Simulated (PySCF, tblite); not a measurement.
# C4H12B2N2+ (doublet): geometry, infrared bands and EPR parameters

Wanted: the infrared bands and EPR parameters of C4H12B2N2+ (doublet) (`B[NH+]BN1CCCC1`), by calculation.

Computed with tblite 0.8.0 and PySCF 2.14.0, with density-fitted response routines of our own, on a single molecule in the gas phase. Atoms count from 0, in the outputs and in this text.

### 1 Starting geometry

20 atoms, charge 1, multiplicity 2; geometry from: force field or distance geometry start.

Bonds of the start (Å): B0–N1 1.53, N1–B2 1.50, B2–N3 1.51, N3–C4 1.44, C4–C5 1.53, C5–C6 1.53, C6–C7 1.52, C7–N3 1.44, B0–H8 1.17, B0–H9 1.18, N1–H10 1.05, B2–H11 1.19, C4–H12 1.11, C4–H13 1.11, C5–H14 1.10, C5–H15 1.10, C6–H16 1.12, C6–H17 1.09, C7–H18 1.11, C7–H19 1.11.

### 2 Optimising the geometry with GFN2-xTB

What the job is given:

```
{"job": {"kind": "relax", "xc": "GFN2-xTB", "basis": "xTB"}, "charge": 1, "multiplicity": 2}
B      3.297900     0.574300    -0.045400
N      2.537000    -0.750700    -0.002700
B      1.181300    -0.585700    -0.622900
N     -0.054300    -0.474700     0.234300
C     -1.166900    -1.147100    -0.377700
C     -2.228900    -0.068700    -0.606400
C     -1.958700     0.789700     0.626800
C     -0.439300     0.867200     0.568700
H      2.894400     1.461300    -0.698600
H      4.387800     0.554500     0.407800
H      3.091000    -1.489000    -0.495400
H      1.035500    -1.061200    -1.708900
H     -0.897200    -1.648900    -1.335500
H     -1.631500    -1.863700     0.330600
H     -2.008700     0.536700    -1.500200
H     -3.243900    -0.504300    -0.578700
H     -2.237900     0.246400     1.570100
H     -2.449900     1.759700     0.533200
H      0.002900     1.241400     1.509900
H     -0.115700     1.573400    -0.222000
```

Run with:

```console
$ OMP_NUM_THREADS=1 python probes_run.py task.json out
```

One launch serves the whole session: the jobs run in the order shown.

**Question.** This job is followed by: GFN2-xTB harmonic vibrations, gas phase; UKS B3LYP, pcH-1 on B C H N, non-relativistic, mean-field spin-orbit, GIAO. What will the session give for the following? strongest single infrared mode (GFN2-xTB); zero-point energy (GFN2-xTB); g(iso) (B3LYP); ⟨S²⟩; largest a(iso) (averaged by class).

The runs gave:

| quantity | value |
| --- | --- |
| strongest single infrared mode (GFN2-xTB) | 820 cm⁻¹, 164 km/mol |
| zero-point energy (GFN2-xTB) | 103.9 kcal/mol |
| g(iso) (B3LYP) | 2.00359 |
| ⟨S²⟩ | 0.757 (exact 0.75) |
| largest a(iso) (averaged by class) | 1H on H12, H13, H18, H19, 150.5 MHz |

What this shows: Over 108 steps the energy fell by 2.227 eV; of the close pairs, B0–N1 changed most, 1.529 to 1.401 Å. No mode is imaginary among the 54: a minimum at this level. The strongest single mode, at 820 cm⁻¹, is spread over several atoms, H9, H8, B0 among them. Unscaled tight-binding wavenumbers are off by several per cent, some by more. Its intensities can rank the bands wrongly. N3 carries the largest spin population, 0.65 e. The isotropic g lies 1.3 ppt above the free-electron value. These values are for one conformer; the search (at its own cheap level) found 1 more, at 0.71 kcal/mol, and measured spectra average over such forms.
